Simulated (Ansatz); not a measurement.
# C2H2AlCl: the cost of one run

All numbers are computed with the Python package of Ansatz 0.2.0. Level of theory: Hartree-Fock/def2-SVP.

## Step 1: Starting point

Bond lengths: Cl1–C2 1.768 Å, C2–C3 1.414 Å, C2–Al4 1.826 Å, C3–Al4 1.738 Å, C3–H5 1.118 Å, Al4–H6 1.638 Å. Angles: Cl1–C2–C3 146.2°, Cl1–C2–Al4 150.4°, C3–C2–Al4 63.4°, C2–C3–Al4 69.9°, C2–C3–H5 146.6°, Al4–C3–H5 143.5°, C2–Al4–C3 46.7°, C2–Al4–H6 152.1°, C3–Al4–H6 161.2°.

No structure file is read: the coordinates are typed or built in the script.

## Step 2: The code

File c2h2alcl_scan.py:

```python
'''Potential curve of C2H2AlCl along one bond.'''

import ansatz as az
import numpy as np

GEOMETRY = '''
Cl   -1.01700   -2.41620    0.04410
C    -0.26660   -0.81530    0.02700
C     0.93140   -0.07750    0.16580
Al   -0.39120    0.99380   -0.18510
H     2.03240   -0.11340    0.35780
H    -1.24690    2.36460   -0.45580
'''

c2h2alcl = az.Crystal.molecule()
for line in GEOMETRY.strip().splitlines():
    symbol, *xyz = line.split()
    c2h2alcl = c2h2alcl.atom(symbol, [float(v) for v in xyz])

symbols = [site.symbol for site in c2h2alcl.cartesian_sites]
start = np.array([site.position_ang for site in c2h2alcl.cartesian_sites])
axis = (start[4] - start[2]) / np.linalg.norm(start[4] - start[2])
moving = [4]
lengths, energies = [0.95, 1.03, 1.12, 1.23, 1.4, 1.68, 2.01, 2.46], []
for length in lengths:
    xyz = start.copy()
    xyz[moving] += (length - np.linalg.norm(start[4] - start[2])) * axis
    point = az.Crystal.molecule()
    for symbol, place in zip(symbols, xyz):
        point = point.atom(symbol, place.tolist())
    model = point.calculation()
    model = model.basis(gaussian='def2-SVP').functional('HF')
    r = model.run().report
    energies.append(r['free_energy_ev'])
    print(f'r = {length:6.3f} A  E = {energies[-1]:.5f} eV  <S^2> = {abs(r["mean_field"]["state"]["spin_squared"]):.3f}')

print('energy above the lowest point (eV):', [round(e - min(energies), 3) for e in energies])
```

## Step 3: The input behind the calls

The engine receives this input (first run):

```yaml
crystal:
  periodic: [false, false, false]
  atoms:
    - { symbol: Cl, position_ang: [-1.017, -2.4162, 0.0441] }
    - { symbol: C, position_ang: [-0.2666, -0.8153, 0.027] }
    - { symbol: C, position_ang: [0.9314, -0.0775, 0.1658] }
    - { symbol: Al, position_ang: [-0.3912, 0.9938, -0.1851] }
    - { symbol: H, position_ang: [1.8667937491276057, -0.10800012315502365, 0.3289204358151683] }
    - { symbol: H, position_ang: [-1.2469, 2.3646, -0.4558] }
basis:
  gaussian:
    orbitals: def2-SVP
hamiltonian:
  xc: hf
```

## Step 4: Launch

Launch:

```sh
$ python c2h2alcl_scan.py
```

**Question.** How long does this script take on 1 thread of Arm Neoverse V2, shared host, and how much memory does it need?

About 3.9 s, with a peak of 0.18 GiB.
